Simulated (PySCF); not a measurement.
# C5H7BS: a tour of settings

Aim: see how C5H7BS (`Bc1cc(C)cs1`) answers to the choice of functional, basis, grid and SCF options.

Programs: PySCF 2.14.0, with density-fitted response routines of our own. Each step states its level of theory. These are calculated values for one molecule in the gas phase, unless marked as measured. Atoms are numbered from 0 throughout.

### Step 1. The starting structure

14 atoms, charge 0, multiplicity 1; geometry from: GFN2-xTB.

Bonds of the start (Å): B0–C1 1.52, C1–C2 1.38, C2–C3 1.41, C3–C4 1.49, C3–C5 1.37, C5–S6 1.71, S6–C1 1.75, B0–H7 1.17, B0–H8 1.17, C2–H9 1.08, C4–H10 1.09, C4–H11 1.09, C4–H12 1.09, C5–H13 1.07.

### Step 2. Nuclear shieldings: PBE0/pcSseg-1

The job: settings as JSON, then the geometry in Å.

```
{"job": {"kind": "nmr", "xc": "PBE0", "basis": "pcSseg-1", "pop": false}, "charge": 0, "multiplicity": 1}
B      2.919523    -0.082120    -0.092872
C      1.444440     0.265870     0.006021
C      0.348056    -0.558091    -0.134509
C     -0.899246     0.073258     0.031939
C     -2.212731    -0.630060    -0.068298
C     -0.747134     1.405579     0.301851
S      0.890806     1.890229     0.354771
H      3.731038     0.743969     0.067263
H      3.227497    -1.186165    -0.325844
H      0.448411    -1.607061    -0.354174
H     -2.286621    -1.400042     0.698834
H     -2.309056    -1.114404    -1.038907
H     -3.034913     0.069372     0.057954
H     -1.520749     2.129193     0.473803
```

With the program's defaults for keys left out, this is: GIAO PBE0/pcSseg-1 NMR shielding, non-relativistic, gas phase.

Started as:

```sh
OMP_NUM_THREADS=1 python probes_run.py task.json out
```

The driver reads the jobs from task.json and runs them one after another.

Standard output:

```text
coarse grid: 12480 points
cycle   1  E = -617.2343877712  dE =  1.043e+00  |g| = 3.341e-01  |ddm| = 3.620e+00
cycle   2  E = -617.2178012335  dE =  1.659e-02  |g| = 4.172e-01  |ddm| = 8.359e-01
cycle   3  E = -617.2648683773  dE = -4.707e-02  |g| = 1.096e-01  |ddm| = 5.626e-01
cycle   4  E = -617.2681037835  dE = -3.235e-03  |g| = 2.791e-02  |ddm| = 1.407e-01
cycle   5  E = -617.2682655274  dE = -1.617e-04  |g| = 1.213e-02  |ddm| = 3.858e-02
cycle   6  E = -617.2683044112  dE = -3.888e-05  |g| = 4.252e-03  |ddm| = 1.761e-02
cycle   7  E = -617.2683088131  dE = -4.402e-06  |g| = 1.286e-03  |ddm| = 4.809e-03
final grid: 116600 points
cycle   8  E = -617.3113325951  dE = -2.820e-05  |g| = 8.593e-03  |ddm| = 3.582e-02
cycle   9  E = -617.3113107110  dE =  2.188e-05  |g| = 1.231e-02  |ddm| = 2.106e-02
cycle  10  E = -617.3113512694  dE = -4.056e-05  |g| = 1.693e-03  |ddm| = 1.485e-02
cycle  11  E = -617.3113520788  dE = -8.094e-07  |g| = 3.769e-04  |ddm| = 2.209e-03
cycle  12  E = -617.3113521122  dE = -3.339e-08  |g| = 8.872e-05  |ddm| = 3.751e-04
cycle  13  E = -617.3113521138  dE = -1.637e-09  |g| = 3.183e-05  |ddm| = 9.547e-05
cycle  14  E = -617.3113521141  dE = -2.759e-10  |g| = 7.128e-06  |ddm| = 4.259e-05
converged SCF energy = -617.3113521141

GIAO shielding tensors (ppm)
atom      isotropic    diamagn.    paramagn.     s11        s22        s33       span
  0 B       39.549     190.855    -151.306     -9.813     -1.404    129.863    139.675
  1 C       26.305     259.008    -232.703    -53.546     -6.396    138.856    192.401
  2 C       32.313     252.148    -219.835    -43.476      8.563    131.852    175.328
  3 C       42.455     261.124    -218.669    -32.115     18.512    140.969    173.084
  4 C      169.303     243.566     -74.263    157.826    160.415    189.668     31.842
  5 C       37.406     258.343    -220.937    -57.807     38.483    131.542    189.349
  6 S      226.595    1057.121    -830.526     88.907    221.827    369.052    280.144
  7 H       25.055      29.254      -4.200     20.202     26.033     28.929      8.727
  8 H       24.771      29.641      -4.870     20.344     26.121     27.848      7.504
  9 H       23.829      34.042     -10.213     21.051     23.557     26.880      5.829
 10 H       29.047      27.957       1.090     24.582     27.180     35.380     10.798
 11 H       29.046      28.037       1.008     24.403     27.405     35.328     10.925
 12 H       29.308      28.291       1.017     23.937     29.099     34.887     10.950
 13 H       24.027      32.546      -8.519     21.468     23.521     27.093      5.626
```

Run time: 12 s. Hardware: 1 thread of Intel Xeon 6975P-C, shared host; peak memory 0.72 GiB.

Shifts follow as δ = σ(reference) − σ, with reference shieldings (ppm) from runs at the same level and on the same kind of geometry: ¹H TMS 31.72, ¹³C TMS 186.9, ¹¹B BF3·OEt2 100.1, ³³S CS2 504. The references are single molecules in the gas phase. Atoms listed in one row are averaged.

| atoms | environment | σ (ppm) | δ (ppm) | δ scaled to CDCl3 |
| --- | --- | --- | --- | --- |
| C1 | substituted aromatic carbon next to the ring sulfur | 26.3 | 160.6 | 150.4 |
| C2 | aromatic CH | 32.3 | 154.6 | 149.0 |
| C5 | aromatic CH next to the ring sulfur | 37.4 | 149.5 | 139.6 |
| C3 | substituted aromatic carbon | 42.5 | 144.5 | 139.1 |
| C4 | methyl carbon on an aromatic ring | 169.3 | 17.6 | 15.3 |
| H9 | hydrogen on an aromatic CH | 23.83 | 7.89 | 7.54 |
| H13 | hydrogen on an aromatic CH next to the ring sulfur | 24.03 | 7.69 | 7.35 |
| H7, H8 | hydrogen on a boron bonded to C | 24.91 | 6.80 | – |
| H10, H11, H12 | hydrogen on a methyl carbon on an aromatic ring | 29.13 | 2.58 | 2.54 |
| B0 | boron bonded to C, 2 H | 39.5 | 60.5 | – |
| S6 | aromatic ring sulfur | 227 | 277 | – |

The scaled column applies a straight-line fit of computed shieldings to shifts measured in CDCl3, with any fitted terms for Cl, Br or S neighbours (root-mean-square error 0.16 ppm for H, 1.9 ppm for C).

Ring of atoms C1, C2, C3, C5, S6: NICS(0) -11.0, NICS(1) -11.3, NICS(1)zz -26.3 ppm (means of both faces).

### Step 3. TDDFT and polarisability: PBE0/def2-SVPD

Settings changed since step 2:

```diff
@@ -1,2 +1,2 @@
-{"job": {"kind": "nmr", "xc": "PBE0", "basis": "pcSseg-1", "pop": false}, "charge": 0, "multiplicity": 1}
+{"job": {"kind": "uv", "xc": "PBE0", "basis": "def2-SVPD", "nstates": 25, "ntriplets": 5, "tda": false, "scf": {"aux": "def2-universal-jkfit"}}, "charge": 0, "multiplicity": 1}
 B      2.919523    -0.082120    -0.092872
```

With the program's defaults for keys left out, this is: TDDFT PBE0/def2-SVPD, vertical, gas phase, core orbitals frozen in the response.

Standard output:

```text
final grid: 116600 points
cycle   1  E = -617.0581721711  dE =  9.838e-01  |g| = 3.148e-01  |ddm| = 7.794e+00
cycle   2  E = -617.0407665324  dE =  1.741e-02  |g| = 4.032e-01  |ddm| = 1.787e+00
cycle   3  E = -617.0863966863  dE = -4.563e-02  |g| = 1.056e-01  |ddm| = 1.239e+00
cycle   4  E = -617.0894681331  dE = -3.071e-03  |g| = 2.865e-02  |ddm| = 2.960e-01
cycle   5  E = -617.0896437620  dE = -1.756e-04  |g| = 1.230e-02  |ddm| = 9.462e-02
cycle   6  E = -617.0896865129  dE = -4.275e-05  |g| = 4.304e-03  |ddm| = 4.014e-02
cycle   7  E = -617.0896912947  dE = -4.782e-06  |g| = 1.140e-03  |ddm| = 1.099e-02
cycle   8  E = -617.0896916209  dE = -3.263e-07  |g| = 2.890e-04  |ddm| = 3.176e-03
cycle   9  E = -617.0896916446  dE = -2.369e-08  |g| = 7.655e-05  |ddm| = 8.048e-04
cycle  10  E = -617.0896916465  dE = -1.851e-09  |g| = 2.415e-05  |ddm| = 3.565e-04
cycle  11  E = -617.0896916466  dE = -1.559e-10  |g| = 1.213e-05  |ddm| = 1.050e-04
converged SCF energy = -617.0896916466

Static polarisability (au): isotropic 93.348, principal 58.577 97.328 124.141

Singlet excitations
state   eV       nm        f      main configurations
  1   4.3991    281.8   0.08190   H->L 0.88, H-1->L 0.10
  2   4.8549    255.4   0.22837   H-1->L 0.87, H->L 0.09
  3   5.5324    224.1   0.00031   H-2->L 0.98
  4   6.0299    205.6   0.00268   H-3->L 0.92
  5   6.2463    198.5   0.00011   H->L+2 0.80, H->L+3 0.10
  6   6.4974    190.8   0.00130   H-4->L 0.40, H-1->L+2 0.39
  7   6.5226    190.1   0.00059   H-4->L 0.50, H-1->L+2 0.37
  8   6.6727    185.8   0.13516   H-1->L+1 0.64, H->L+1 0.22, H->L+5 0.10
  9   6.7853    182.7   0.00923   H->L+3 0.82, H->L+2 0.11
 10   6.8245    181.7   0.15766   H->L+1 0.69, H-1->L+1 0.25
 11   7.0579    175.7   0.00029   H-1->L+3 0.80, H-1->L+2 0.15
 12   7.2053    172.1   0.00700   H->L+4 0.96
 13   7.4654    166.1   0.07057   H->L+5 0.63, H-1->L+5 0.20
 14   7.4787    165.8   0.00100   H-1->L+4 0.80, H->L+6 0.13
 15   7.5653    163.9   0.00484   H->L+6 0.75, H-1->L+4 0.14
 16   7.6041    163.0   0.07827   H-5->L 0.41, H-1->L+5 0.21, H->L+5 0.17
 17   7.6065    163.0   0.01338   H-6->L 0.61, H-7->L 0.21
 18   7.7158    160.7   0.00400   H-7->L 0.62, H-6->L 0.22
 19   7.7984    159.0   0.00045   H->L+7 0.82, H-1->L+6 0.08
 20   7.8281    158.4   0.02419   H-1->L+6 0.82, H->L+7 0.09
 21   7.8568    157.8   0.12455   H-1->L+5 0.49, H-5->L 0.41
 22   8.0669    153.7   0.00214   H-1->L+7 0.87
 23   8.1591    152.0   0.00141   H->L+8 0.84
 24   8.2260    150.7   0.00041   H-2->L+1 0.82
 25   8.3508    148.5   0.02662   H->L+10 0.91

Triplet excitations (Tamm-Dancoff, eV): 3.1236 3.4214 5.0299 5.2438 5.5279
```

Wall time 28 s (1 thread of Intel Xeon 6975P-C, shared host); peak memory 0.81 GiB.

Frontier orbitals and where they lie:

```
orbital     eV                      atoms
 HOMO−3  -9.69  B0 24 %, C1 19 %, S6 17 %
 HOMO−2  -9.20  B0 34 %, H8 20 %, H7 15 %
 HOMO−1  -7.44  S6 25 %, C2 24 %, C1 21 %
   HOMO  -7.17  C3 23 %, S6 22 %, C5 17 %
   LUMO  -2.02  B0 31 %, C1 14 %, C2 14 %
 LUMO+1   0.34  C3 19 %, S6 17 %, C5 15 %
 LUMO+2   0.40   S6 45 %, C4 10 %, C5 7 %
```

With each of the 25 states as a Gaussian band of 0.4 eV half-width at 1/e, the curve within the window shown has maxima at 258 nm (ε 10,000), 183 nm (ε 12,000), 161 nm (ε 11,000) L/(mol cm). Beyond the last state computed it falls off for lack of states. The curve at chosen wavelengths:

| nm | ε (L/mol/cm) |
| --- | --- |
| 143 | 760 |
| 150 | 3800 |
| 158 | 10577 |
| 165 | 10092 |
| 172 | 7788 |
| 180 | 11543 |
| 187 | 10753 |
| 194 | 5334 |
| 202 | 1330 |
| 209 | 332 |
| 216 | 176 |
| 224 | 587 |
| 231 | 1907 |
| 238 | 4414 |
| 245 | 7449 |
| 253 | 9874 |
| 260 | 10220 |
| 267 | 9213 |
| 275 | 7368 |
| 282 | 5732 |
| 289 | 4276 |
| 297 | 2882 |
| 304 | 1919 |
| 311 | 1200 |
| 319 | 652 |
| 326 | 359 |

Ground-state properties from the same run:

```csv
property,computed
dipole moment (D),2.52
polarisability (Å³),13.83
HOMO–LUMO gap (eV),5.15
−ε(HOMO) (eV),7.17
```

### Step 4. Excited states and response: LDA/def2-SVPD

Settings changed since step 3:

```diff
@@ -1,2 +1,2 @@
-{"job": {"kind": "uv", "xc": "PBE0", "basis": "def2-SVPD", "nstates": 25, "ntriplets": 5, "tda": false, "scf": {"aux": "def2-universal-jkfit"}}, "charge": 0, "multiplicity": 1}
+{"job": {"kind": "uv", "xc": "LDA", "basis": "def2-SVPD", "nstates": 3, "ntriplets": 5, "tda": false}, "charge": 0, "multiplicity": 1}
 B      2.919523    -0.082120    -0.092872
```

Method: TDDFT LDA/def2-SVPD, vertical, gas phase, core orbitals frozen in the response.

Standard output:

```text
coarse grid: 12480 points
cycle   1  E = -613.8562090867  dE =  7.425e-01  |g| = 5.494e-01  |ddm| = 9.451e+00
cycle   2  E = -613.6177249940  dE =  2.385e-01  |g| = 1.037e+00  |ddm| = 3.692e+00
cycle   3  E = -613.9243908326  dE = -3.067e-01  |g| = 2.680e-01  |ddm| = 3.127e+00
cycle   4  E = -613.9462977863  dE = -2.191e-02  |g| = 6.280e-02  |ddm| = 7.616e-01
cycle   5  E = -613.9469659356  dE = -6.681e-04  |g| = 3.730e-02  |ddm| = 2.054e-01
cycle   6  E = -613.9473053387  dE = -3.394e-04  |g| = 1.592e-02  |ddm| = 9.236e-02
cycle   7  E = -613.9473706566  dE = -6.532e-05  |g| = 6.035e-03  |ddm| = 3.658e-02
cycle   8  E = -613.9473807707  dE = -1.011e-05  |g| = 1.128e-03  |ddm| = 1.550e-02
cycle   9  E = -613.9473811599  dE = -3.893e-07  |g| = 2.115e-04  |ddm| = 3.286e-03
final grid: 116600 points
cycle  10  E = -614.0523693661  dE = -5.147e-05  |g| = 3.719e-03  |ddm| = 2.409e-01
cycle  11  E = -614.0523612190  dE =  8.147e-06  |g| = 6.486e-03  |ddm| = 2.452e-02
cycle  12  E = -614.0523722339  dE = -1.101e-05  |g| = 1.767e-03  |ddm| = 1.847e-02
cycle  13  E = -614.0523732406  dE = -1.007e-06  |g| = 4.595e-04  |ddm| = 5.287e-03
cycle  14  E = -614.0523732898  dE = -4.925e-08  |g| = 1.792e-04  |ddm| = 1.270e-03
cycle  15  E = -614.0523732971  dE = -7.324e-09  |g| = 5.193e-05  |ddm| = 3.705e-04
cycle  16  E = -614.0523732977  dE = -5.607e-10  |g| = 2.917e-05  |ddm| = 1.618e-04
converged SCF energy = -614.0523732977

Static polarisability (au): isotropic 97.655, principal 60.584 100.888 131.492

Singlet excitations
state   eV       nm        f      main configurations
  1   3.8989    318.0   0.04171   H->L 0.85, H-1->L 0.10
  2   4.5783    270.8   0.23089   H-1->L 0.82, H->L 0.10
  3   4.8038    258.1   0.00019   H-2->L 1.00

Triplet excitations (Tamm-Dancoff, eV): 3.0952 3.2545 4.4927 5.0711 5.1546
```

It took 15 s on 1 thread of Intel Xeon 6975P-C, shared host; peak memory 0.62 GiB.

Key values: HOMO -6.39 eV, LUMO -3.09 eV; lowest singlet 3.90 eV.

### Step 5. Ultraviolet spectrum: B3LYP/def2-SVPD

Settings changed since step 4:

```diff
@@ -1,2 +1,2 @@
-{"job": {"kind": "uv", "xc": "LDA", "basis": "def2-SVPD", "nstates": 3, "ntriplets": 5, "tda": false}, "charge": 0, "multiplicity": 1}
+{"job": {"kind": "uv", "xc": "B3LYP", "basis": "def2-SVPD", "nstates": 3, "ntriplets": 0, "tda": false, "scf": {"guess": "atom"}, "grid": 1}, "charge": 0, "multiplicity": 1}
 B      2.919523    -0.082120    -0.092872
```

Method: TDDFT B3LYP/def2-SVPD, vertical, gas phase, core orbitals frozen in the response.

Standard output:

```text
final grid: 54704 points
cycle   1  E = -617.0880243649  dE =  2.231e+00  |g| = 1.229e+00  |ddm| = 1.074e+01
cycle   2  E = -616.2753048926  dE =  8.127e-01  |g| = 2.032e+00  |ddm| = 7.075e+00
cycle   3  E = -617.4871691637  dE = -1.212e+00  |g| = 3.332e-01  |ddm| = 5.978e+00
cycle   4  E = -617.5112687520  dE = -2.410e-02  |g| = 1.922e-01  |ddm| = 1.418e+00
cycle   5  E = -617.5207169730  dE = -9.448e-03  |g| = 5.560e-02  |ddm| = 4.325e-01
cycle   6  E = -617.5214746966  dE = -7.577e-04  |g| = 1.351e-02  |ddm| = 1.422e-01
cycle   7  E = -617.5215174167  dE = -4.272e-05  |g| = 5.891e-03  |ddm| = 4.326e-02
cycle   8  E = -617.5215274641  dE = -1.005e-05  |g| = 1.661e-03  |ddm| = 1.399e-02
cycle   9  E = -617.5215282059  dE = -7.418e-07  |g| = 3.876e-04  |ddm| = 4.140e-03
cycle  10  E = -617.5215282457  dE = -3.979e-08  |g| = 1.200e-04  |ddm| = 1.294e-03
cycle  11  E = -617.5215282490  dE = -3.249e-09  |g| = 4.396e-05  |ddm| = 3.305e-04
cycle  12  E = -617.5215282495  dE = -4.906e-10  |g| = 9.177e-06  |ddm| = 1.051e-04
converged SCF energy = -617.5215282495

Static polarisability (au): isotropic 94.307, principal 59.093 98.389 125.440

Singlet excitations
state   eV       nm        f      main configurations
  1   4.3018    288.2   0.07270   H->L 0.84, H-1->L 0.13
  2   4.7694    260.0   0.22878   H-1->L 0.83, H->L 0.12
  3   5.5059    225.2   0.00035   H-2->L 0.98
```

Run time: 12 s. Hardware: 1 thread of Intel Xeon 6975P-C, shared host; peak memory 0.8 GiB.

In short: HOMO -6.95 eV, LUMO -2.18 eV; lowest singlet 4.30 eV.

### Step 6. Nuclear shieldings: PW91/pcSseg-1

Settings changed since step 5:

```diff
@@ -1,2 +1,2 @@
-{"job": {"kind": "uv", "xc": "B3LYP", "basis": "def2-SVPD", "nstates": 3, "ntriplets": 0, "tda": false, "scf": {"guess": "atom"}, "grid": 1}, "charge": 0, "multiplicity": 1}
+{"job": {"kind": "nmr", "xc": "PW91", "basis": "pcSseg-1", "pop": true, "scf": {"aux": "def2-qzvpp-jkfit"}}, "charge": 0, "multiplicity": 1}
 B      2.919523    -0.082120    -0.092872
```

Method: GIAO PW91/pcSseg-1 NMR shielding, non-relativistic, gas phase.

Standard output:

```text
final grid: 116600 points
cycle   1  E = -617.5360612623  dE =  8.063e-01  |g| = 5.356e-01  |ddm| = 3.712e+00
cycle   2  E = -617.3424117175  dE =  1.936e-01  |g| = 9.619e-01  |ddm| = 1.608e+00
cycle   3  E = -617.6008781256  dE = -2.585e-01  |g| = 2.576e-01  |ddm| = 1.383e+00
cycle   4  E = -617.6205997387  dE = -1.972e-02  |g| = 5.692e-02  |ddm| = 3.459e-01
cycle   5  E = -617.6211916199  dE = -5.919e-04  |g| = 3.122e-02  |ddm| = 8.793e-02
cycle   6  E = -617.6214136202  dE = -2.220e-04  |g| = 1.412e-02  |ddm| = 4.225e-02
cycle   7  E = -617.6214624177  dE = -4.880e-05  |g| = 5.753e-03  |ddm| = 1.759e-02
cycle   8  E = -617.6214714114  dE = -8.994e-06  |g| = 1.160e-03  |ddm| = 6.412e-03
cycle   9  E = -617.6214717959  dE = -3.845e-07  |g| = 1.823e-04  |ddm| = 1.512e-03
cycle  10  E = -617.6214718041  dE = -8.172e-09  |g| = 6.039e-05  |ddm| = 2.695e-04
cycle  11  E = -617.6214718046  dE = -4.885e-10  |g| = 4.305e-05  |ddm| = 9.719e-05
cycle  12  E = -617.6214718051  dE = -4.603e-10  |g| = 5.973e-06  |ddm| = 3.931e-05
converged SCF energy = -617.6214718051

GIAO shielding tensors (ppm)
atom      isotropic    diamagn.    paramagn.     s11        s22        s33       span
  0 B       35.521     191.471    -155.950    -14.633     -5.195    126.389    141.022
  1 C       20.201     258.297    -238.096    -57.873    -10.325    128.802    186.675
  2 C       29.868     251.033    -221.166    -40.732      6.763    123.572    164.305
  3 C       36.969     260.313    -223.344    -32.966     11.349    132.524    165.490
  4 C      163.487     244.532     -81.046    150.942    154.112    185.406     34.464
  5 C       34.957     257.370    -222.413    -56.288     37.959    123.199    179.486
  6 S      197.501    1057.584    -860.084     68.773    188.401    335.328    266.555
  7 H       25.026      29.378      -4.353     20.002     26.219     28.856      8.854
  8 H       24.742      29.857      -5.115     20.131     26.313     27.783      7.653
  9 H       23.922      34.414     -10.492     21.460     23.449     26.856      5.397
 10 H       28.974      28.225       0.748     24.708     27.257     34.956     10.249
 11 H       28.971      28.306       0.666     24.537     27.480     34.896     10.359
 12 H       29.303      28.370       0.933     24.243     29.193     34.473     10.230
 13 H       24.123      32.675      -8.552     21.814     23.341     27.214      5.399
```

Wall time 18 s (1 thread of Intel Xeon 6975P-C, shared host); peak memory 0.65 GiB.

This run: δ C1 161.3, C2 151.6, C5 146.5, C3 144.5, H9 7.73, H13 7.53 ppm.

### Step 7. Side by side: NMR shifts

Shifts (ppm) of some atoms, chosen among heavy atoms and hydrogens apart, with basis size and wall time:

```csv
run,C1,C2,C5,C4,H9,H13,B0,functions,time
PBE0/pcSseg-1,160.6,154.6,149.5,17.6,7.89,7.69,60.5,161,12 s
PW91/pcSseg-1,161.3,151.6,146.5,18.0,7.73,7.53,58.5,161,18 s
```

### Step 8. Run by run: electronic excitations

Excitations and ground-state properties, with basis size and wall time:

| run | lowest singlet (eV) | brightest (eV) | f | gap (eV) | α (Å³) | μ (D) | functions | time |
| --- | --- | --- | --- | --- | --- | --- | --- | --- |
| PBE0/def2-SVPD | 4.40 | 4.85 | 0.228 | 5.15 | 13.83 | 2.52 | 203 | 28 s |
| LDA/def2-SVPD | 3.90 | 4.58 | 0.231 | 3.30 | 14.47 | 2.75 | 203 | 15 s |
| B3LYP/def2-SVPD | 4.30 | 4.77 | 0.229 | 4.77 | 13.97 | 2.50 | 203 | 12 s |

### Step 9. Results

| quantity | value |
| --- | --- |
| ¹³C shifts against TMS (PBE0/pcSseg-1) | 160.6, 154.6, 149.5, 144.5, 17.6 ppm |
| ¹H shifts against TMS (PBE0/pcSseg-1, means over atoms taken as alike) | 7.89, 7.69, 6.80, 2.58 ppm |
| ¹¹B shifts against BF3·OEt2 (PBE0/pcSseg-1) | 60.5 ppm |
| ³³S shifts against CS2 (PBE0/pcSseg-1) | 277 ppm |
| lowest singlet (PBE0/def2-SVPD) | 4.40 eV (282 nm), f = 0.082 |
| brightest single state of those computed | state 2, 4.85 eV, f = 0.228 |
| lowest triplet | 3.12 eV |
| range of the shift of C2 | 151.6 to 154.6 ppm |
| range of the lowest singlet | 3.90 to 4.40 eV |

In words: Single values in the summary come from the first run of each kind that ended normally (PBE0/pcSseg-1; PBE0/def2-SVPD), which need not be the best level. At PBE0/pcSseg-1: The widest tensor belongs to S6: span 280 ppm, with a paramagnetic part of -831 ppm. NICS(1)zz of -26 ppm above the planar ring from C1 marks a diatropic (aromatic) ring current. The lowest singlet, at 4.40 eV, is HOMO→LUMO 0.88, HOMO−1→LUMO 0.10 and is bright; of the 25 states computed, the strongest absorption comes from state 2 at 4.85 eV. The lowest triplet lies 1.28 eV below the lowest singlet (triplets in Tamm-Dancoff, singlets in full TDDFT). Among the atoms with a shift in every run: Across the 2 runs the shift of C2 moves most, between 151.6 (PW91/pcSseg-1) and 154.6 ppm (PBE0/pcSseg-1). The lowest singlet runs from 3.90 eV (LDA/def2-SVPD) to 4.40 eV (PBE0/def2-SVPD), while the orbital gap spans 3.30 to 5.15 eV: the excitation energy moves far less from run to run than the orbital gap does. The lowest state need not be the same one in every run. The runs solved for a few states only, so the brightest column depends on that window.
